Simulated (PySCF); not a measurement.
# Cl2Y (Y(Cl)2+): the cost of one run

Computed with PySCF 2.14.0. Level: PBE0, Y def2-SVP with ECP28, Cl def2-SVP; scalar-relativistic core potentials, no spin–orbit coupling.

1 further run of the same task is left out (for a known fault of the program).

### 1 The system as given

3 atoms, charge 1, spin multiplicity 1.

Bond lengths: Y1–Cl2 2.567 Å, Y1–Cl3 2.567 Å. Angles: Cl2–Y1–Cl3 131.8°.

Coordinates:

```xyz
3
charge 1, multiplicity 1
Y     0.0000    0.0000    0.0000
Cl    2.3429    0.0000    1.0485
Cl   -2.3429    0.0000    1.0485
```

Formal oxidation states: Y +3.

### 2 SCF at the start, singlet

run.py (the lines that set the calculation) reads:

```python
mol = gto.M(atom='''
Y      0.00000     0.00000     0.00000
Cl     2.34290     0.00000     1.04850
Cl    -2.34290     0.00000     1.04850''',
    basis={'Y': 'def2-SVP', 'Cl': 'def2-SVP'},
    ecp={'Y': 'def2-SVP'},
    charge=1, spin=0)
mf = dft.RKS(mol, xc='PBE0')
mf.grids.atom_grid = (50, 194)
mf = mf.density_fit()  # fitting sets: Y def2-universal-JKFIT, Cl def2-universal-JKFIT
mf.conv_tol = 1e-08; mf.max_cycle = 55
mf.kernel(dm0)  # dm0: free metal ions and neutral atoms
```

Command:

```console
> OMP_NUM_THREADS=2 python run.py
```

**Question.** How long does this run take on 2 threads of Arm Neoverse V2, shared host, and how much memory does it need?

About 1.1 s, with a peak of 0.27 GiB.
